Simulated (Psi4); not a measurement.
**Two attempts at TiH3 (SMILES [H][Ti]([H])[H])**

Wanted: the energy of TiH3, OREMP2/def2-SV(P) (density fitting, density fitting for correlation).

Program for the calculation: Psi4 1.11.

8 further runs of the same task are left out: 5 that didn't finish, 3 set aside as unsound or not needed.

## (1) The molecule

The species is TiH3 (4 atoms), meant as a doublet with charge 0. SMILES: `[H][Ti]([H])[H]`. The shape comes from GFN2-xTB, which is rough for such elements, and wasn't checked as a minimum.

Bond lengths: Ti1–H2 1.695 Å, Ti1–H3 1.695 Å, Ti1–H4 1.695 Å. Angles: H2–Ti1–H3 120.0°, H2–Ti1–H4 120.0°, H3–Ti1–H4 120.0°.

## (2) First attempt

calc.inp reads:

```
memory 1600 mb

molecule {
  0 2
  Ti    -0.000130     0.000070     0.000140
  H     -0.851350    -1.453960     0.004460
  H     -0.823130     1.481870    -0.017560
  H     -0.871350    -1.453960     0.004460
  no_reorient
  no_com
}

set {
  reference   uhf
  scf_type    df
  freeze_core true
  cc_type     df
}

result = energy('oremp2/def2-SV(P)')
```

Started as:

```sh
psi4 -i calc.inp -o calc.out -n 1
```

calc.out:

```text
Psi4 1.11 release

qcelemental.exceptions.ValidationError: Following atoms are too close: [(1, np.int64(3), np.float64(0.019999999999999907))]

Printing out the relevant lines from the Psithon --> Python processed input file:
    from psi4.driver.wrapper_database import database, db, DB_RGT, DB_RXN
    from psi4.driver.wrapper_autofrag import auto_fragments
    psi4_io = core.IOManager.shared_object()
    core.set_memory_bytes(1600000000)

--> geometry("""
      0 2
      Ti    -0.000130     0.000070     0.000140
      H     -0.851350    -1.453960     0.004460
      H     -0.823130     1.481870    -0.017560
      H     -0.871350    -1.453960     0.004460

!----------------------------------------------------------------------------------!
!                                                                                  !
!  Following atoms are too close: [(1, np.int64(3),                                !
!     np.float64(0.019999999999999907))]                                           !
!                                                                                  !
!----------------------------------------------------------------------------------!

    Psi4 run time: 0:00:00.00
```

It took 1.2 s on 1 thread of Intel Xeon Platinum 8375C at 2.90GHz (Ice Lake), shared host; peak memory 0.13 GiB.

## (3) Diagnosis

The program refused the input.

The log says `Following atoms are too close: [(1, np.int64(3),`. What is wrong: two atoms lie on top of or far too near each other. As the program read them, the closest atoms are 0.02 Å apart, against 1.70 Å in the sound input.

## (4) Try two

h3ti.dat reads:

```
memory 1.6 GB

molecule mol {
  0 2
  Ti    -0.000130     0.000070     0.000140
  H      1.694600    -0.027980     0.012960
  H     -0.823130     1.481870    -0.017560
  H     -0.871350    -1.453960     0.004460
  no_reorient
  no_com
}

set {
  reference   uhf
  scf_type    df
  freeze_core true
  cc_type     df
}

result, w = energy('oremp2/def2-SV(P)', return_wfn=True)
```

Started as:

```sh
psi4 h3ti.dat h3ti.out -n 1
```

h3ti.out:

```text
[...]
  Running in c1 symmetry.
[...]
  Nuclear repulsion =   21.145131886059932
[...]
  Multiplicity = 2
[...]
  Nalpha       = 13
  Nbeta        = 12
[...]
    Number of basis functions: 30
[...]
   @DF-UHF iter   1:  -849.75282806007624   -6.95912e-01   1.23005e-02 DIIS/ADIIS
[...]
   @DF-UHF iter  15:  -849.94335963988647   -5.72982e-11   8.88789e-09 DIIS
[...]
   @S^2 Observed:                7.750139416E-01
[...]
    Orbital Energies [Eh]
    ---------------------
    Alpha Occupied:
       1A   -183.413354     2A    -21.586243     3A    -17.962751
       4A    -17.958666     5A    -17.958666     6A     -3.014925
       7A     -1.962592     8A     -1.929581     9A     -1.929571
      10A     -0.540962    11A     -0.420515    12A     -0.420465
      13A     -0.411328
    Alpha Virtual:
      14A      0.069551    15A      0.069572    16A      0.073031
      17A      0.093806    18A      0.096201    19A      0.096202
      20A      0.223924    21A      0.291970    22A      0.292042
      23A      0.654906    24A      0.654909    25A      0.709272
[...]
  @DF-UHF Final Energy:  -849.94335963988647
   => Energetics <=
    Nuclear Repulsion Energy =             21.1451318860599322
    One-Electron Energy =               -1204.0381511830676118
    Two-Electron Energy =                 332.9496596571211740
    Total Energy =                       -849.9433596398864665
  UHF NO Occupations:
  HONO-2 :   11  A 1.9951355
  HONO-1 :   12  A 1.9951284
[...]
 Multipole Moments:
 ------------------------------------------------------------------------------------
     Multipole            Electronic (a.u.)      Nuclear  (a.u.)        Total (a.u.)
 ------------------------------------------------------------------------------------
 L = 1.  Multiply by 2.5417464519 to convert [e a0] to [Debye]
 Dipole X            :          0.0048500           -0.0051778           -0.0003278
 Dipole Y            :         -0.0025935            0.0027779            0.0001843
 Dipole Z            :         -0.0050001            0.0055558            0.0005557
 Magnitude           :                                                    0.0006710
[...]
	Warning: cc_lambda option is changed to TRUE
	For this residual convergence, default PCG convergence is:     1.00e-07
[...]
	DF-SCS-MP2 Total Energy (a.u.)     :  -850.00663772270093
	DF-SOS-MP2 Total Energy (a.u.)     :  -850.00928663168656
	DF-SCSN-MP2 Total Energy (a.u.)    :  -849.95614990172749
[...]
	DF-MP2 Total Energy (a.u.)         :  -850.00133990472978
[...]
```

It took 7.2 s on 1 thread of Intel Xeon Platinum 8375C at 2.90GHz (Ice Lake), shared host; peak memory 0.2 GiB.

## (5) What came out

Level: OREMP2/def2-SV(P) (density fitting, density fitting for correlation).

| quantity | value |
| --- | --- |
| total energy | -850.02438 Eh |
| HOMO energy (Hartree–Fock orbitals) (highest over α and β) | -11.19 eV |
| LUMO energy (Hartree–Fock orbitals) (lowest over α and β) | 1.43 eV |
| correlation energy (9 core orbitals frozen) | -81.0 mEh |
| ⟨S²⟩ of the reference determinant | 0.775 |
